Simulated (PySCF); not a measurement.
**SiSb: from the state search to spectroscopic constants**

What are the lowest state that PBE0 finds, the bond length, vibrational wavenumber and bond energy of SiSb, and how much do these hang on the method?

Program: PySCF 2.14.0. Level of theory: Si def2-SVPD, Sb def2-SVPD with ECP28, scalar-relativistic core potentials. These are calculated values, not measurements.

### 1 Set-up

The job is set up so:

```json
{
  "atoms": "Si, Sb",
  "charge": "0",
  "basis": "Si def2-SVPD, Sb def2-SVPD with ECP28",
  "Hamiltonian": "scalar-relativistic core potentials",
  "basis functions": "56",
  "electrons treated": "37",
  "masses in u": "27.9769, 120.9038",
  "levels": "PBE0, PBE, r²SCAN, BHandHLYP, BLYP, B2PLYP, HF, MP2, SCS-MP2, CCSD, CCSD(T)",
  "grid": "80 radial by 434 angular points",
  "occupations": "held fixed by the projection of orbital angular momentum",
  "dissociation limit": "Si + Sb, each in its ground configuration",
  "starting distance in angstrom": "2.480",
  "values of 2S to try": "1, 3, 5"
}
```

On the command line:

```sh
> OMP_NUM_THREADS=1 python dia.py task.json out
```

After this run come: PBE0 along the bond; Other states along the same grid; PBE (GGA); r²SCAN; BHandHLYP (global hybrid GGA); BLYP; B2PLYP; UHF; MP2 and coupled cluster.

Before running it: what results should come out? Wanted: for each run, Re; ωe; De; μ.

As calculated:

Lowest PBE0 solution found, without spin–orbit coupling: ²Π (doublet), unpaired electrons π ↑. State 2 has its PBE0 minimum 0.25 eV higher. State 3 has its PBE0 minimum 1.17 eV higher. State 4 has its PBE0 minimum 1.52 eV higher, as a spin-mixed determinant (⟨S²⟩ = 1.76), so this is no gap between pure states. The other levels ran on the lowest alone.

| level | Re (Å) | ωe (cm⁻¹) | De (eV) | μ (D) |
| --- | --- | --- | --- | --- |
| UHF-CCSD | 2.408 | 415 | 1.99 | n/a |
| PBE | 2.417 | 403 | 3.11 | 0.21 |
| BLYP | 2.436 | 388 | 3.10 | 0.08 |
| r²SCAN | 2.396 | 418 | 2.79 | 0.20 |
| PBE0 | 2.384 | 430 | 2.77 | 0.11 |

De is counted to Si + Sb in their ground configurations. A positive dipole means Si(−)Sb(+). No constants: UHF (the points don't follow one smooth fit); UHF-MP2 (the points don't follow one smooth fit); UHF-SCS-MP2 (the points don't follow one smooth fit); UHF-CCSD(T) (the points don't follow one smooth fit); BHandHLYP (the points don't follow one smooth fit); B2PLYP (the points don't follow one smooth fit).

Bond lengths run from 2.384 Å (PBE0) to 2.436 Å (BLYP). Among the levels with a De in the table, it runs from 1.99 eV (UHF-CCSD) to 3.11 eV (PBE).

Correlated steps freeze 9 core orbitals. Spin–orbit coupling is left out, which matters for elements this heavy, above all for dissociation energies. B2PLYP dipoles, levels and charges come from its SCF part alone. T1 is 0.024 near the minimum (highest on the curve 0.051), which may point to more than one leading configuration. With spin–orbit coupling the term label itself may not hold.
